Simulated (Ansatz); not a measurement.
**CuH₂O+ (singlet): wave-function methods side by side at a displaced geometry (v2), def2-SVP**

Aim: climb from Hartree-Fock through coupled cluster for CuH₂O+ (singlet) at one geometry and basis, and see what each rung misses.

Computed with Ansatz 0.2.0, Gaussian basis. Level: def2-SVP, core rule «outside noble gas», up to 10 orbitals frozen.

Plan: UHF; CCSD(T) on RHF; CISD; CCSDT(Q) on RHF.

13 further runs of the same task are left out: 6 for a known fault of the program, 3 that didn't finish, 4 set aside as unsound or not needed.

## 1. The geometry

The geometry is a PBE0/def2-TZVP stationary point (not a proven minimum) with its atoms shifted at random (size 0.100 Å).

4 atoms, charge 1, spin multiplicity 1.

Atoms are counted from 1 here; the program's logs count them from 0.

Bond lengths: Cu1–O2 1.934 Å, O2–H3 0.946 Å, O2–H4 1.043 Å. Angles: Cu1–O2–H3 126.8°, Cu1–O2–H4 120.8°, H3–O2–H4 109.0°.

## 2. UHF

The input, in.yaml:

```yaml
crystal:
  periodic: [false, false, false]
  atoms:
    - {symbol: Cu, position_ang: [0.033497, -0.000365, 0.439628]}
    - {symbol: O, position_ang: [-0.131378, 0.008009, -1.487683]}
    - {symbol: H, position_ang: [-0.054757, 0.756940, -2.060115]}
    - {symbol: H, position_ang: [0.028351, -0.861039, -2.041901]}
basis:
  gaussian: {orbitals: def2-SVP}
total_charge: 1
magnetization: {spin_polarized: true, initial_magnetization: 0}
hamiltonian: {xc: hf}
output: {orbitals: {seedname: orbitals}}
```

On the command line:

```sh
ansatz run in.yaml --threads 1 --pin off --events-out ev --progress --plain --max-ram 2393MiB
```

Further steps of the session: CCSD(T) on RHF; CISD; CCSDT(Q) on RHF.

**Question.** What will the summary of the whole plan be? Wanted: RCCSDT(Q) below the RHF energy; RMP2 from RCCSDT(Q); RCCSD from RCCSDT(Q); RCCSD(T) from RCCSDT(Q); T1 diagnostic.

**Answer**, as computed:

| quantity | value |
| --- | --- |
| RCCSDT(Q) below the RHF energy | -12.8837 eV |
| RMP2 from RCCSDT(Q) | -324.9 meV |
| RCCSD from RCCSDT(Q) | +326.9 meV |
| RCCSD(T) from RCCSDT(Q) | -41.9 meV |
| levels within 1 kcal/mol (43 meV) | RCCSD(T), RCCSDT |
| T1 diagnostic | 0.020 |

In words: RCCSD(T) misses by -41.9 meV, 0.3 % of the correlation energy. These misses are within one basis, not against nature.
